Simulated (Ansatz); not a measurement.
**AsF2 (quartet): from Hartree-Fock to the top rungs at a displaced geometry (v2), cc-pVDZ**

How much of the correlation energy of AsF2 (quartet) does each wave-function method recover here?

The runs use Ansatz 0.2.0, Gaussian basis; cc-pVDZ, core rule «outside noble gas», up to 16 orbitals frozen.

The runs, in order: UHF; CCSD(T) on ROHF; CCSD(T) on UHF; BCCD(T) on ROHF; CISD; CCSDT(Q) on ROHF; CCSDT(Q) on UHF; CASSCF and MRCISD+Q, 15 electrons in 10 orbitals; CASSCF and NEVPT2, 15 electrons in 10 orbitals.

27 further runs of the same task are left out: 2 for a known fault of the program, 13 that didn't finish, 12 set aside as unsound or not needed.

## (1) What is computed

The geometry is a PBE0/def2-TZVP stationary point (not a proven minimum) with its atoms shifted at random (size 0.100 Å). No spin-orbit coupling is included. The filled d shell of As may be among the frozen orbitals whatever the setting's name suggests; the logs give the count.

3 atoms, charge 0, spin multiplicity 4.

Atoms are counted from 1 here; the program's logs count them from 0.

Bond lengths: As1–F2 1.796 Å, As1–F3 1.806 Å. Angles: F2–As1–F3 171.9°.

## (2) UHF

Input file in.yaml:

```yaml
crystal:
  periodic: [false, false, false]
  atoms:
    - {symbol: As, position_ang: [0.084376, 0.005225, -0.005002]}
    - {symbol: F, position_ang: [-0.080498, 0.013599, -1.793409]}
    - {symbol: F, position_ang: [-0.003878, -0.018825, 1.798411]}
basis:
  gaussian: {orbitals: cc-pVDZ}
magnetization: {spin_polarized: true, initial_magnetization: 3}
hamiltonian: {xc: hf}
output: {orbitals: {seedname: orbitals}}
```

On the command line:

```sh
$ ansatz run in.yaml --threads 1 --pin off --events-out ev --progress --plain --max-ram 2393MiB
```

After this run come: CCSD(T) on ROHF; CCSD(T) on UHF; BCCD(T) on ROHF; CISD; CCSDT(Q) on ROHF; CCSDT(Q) on UHF; CASSCF and MRCISD+Q, 15 electrons in 10 orbitals; CASSCF and NEVPT2, 15 electrons in 10 orbitals.

**Question.** What will the summary of the whole plan be? Wanted: UCCSDT(Q) from the RHF energy; RMP2 from UCCSDT(Q); UMP2 from UCCSDT(Q); RCCSD from UCCSDT(Q); RCCSD(T) from UCCSDT(Q); UCCSD(T) from UCCSDT(Q); RCCSDT(Q) from UCCSDT(Q); NEVPT2 valence from UCCSDT(Q); MRCISD+Q valence from UCCSDT(Q).

The runs gave:

| quantity | value |
| --- | --- |
| UCCSDT(Q) from the ROHF energy | -13.0127 eV |
| RMP2 from UCCSDT(Q) | +549.6 meV |
| UMP2 from UCCSDT(Q) | +710.4 meV |
| RCCSD from UCCSDT(Q) | +342.7 meV |
| RCCSD(T) from UCCSDT(Q) | +76.7 meV |
| UCCSD(T) from UCCSDT(Q) | +67.7 meV |
| RCCSDT(Q) from UCCSDT(Q) | +18.4 meV |
| NEVPT2 valence from UCCSDT(Q) | +1110.0 meV |
| MRCISD+Q valence from UCCSDT(Q) | +205.9 meV |
| levels within 1 kcal/mol (43 meV) | UCCSDT, RCCSDT(Q) |
| T1 diagnostic | 0.025 |
| effectively unpaired electrons | 3.01 |

**Reading.** RCCSD(T) lands +76.7 meV from the yardstick (0.6 % of the correlation energy). One determinant dominates. Of the multireference levels listed MRCISD+Q valence comes nearest in total energy (+205.9 meV), which doesn't show that its space is the better one. These misses are within one basis, not against nature; the frozen cores of restricted and unrestricted runs differ, which can shift their rows.
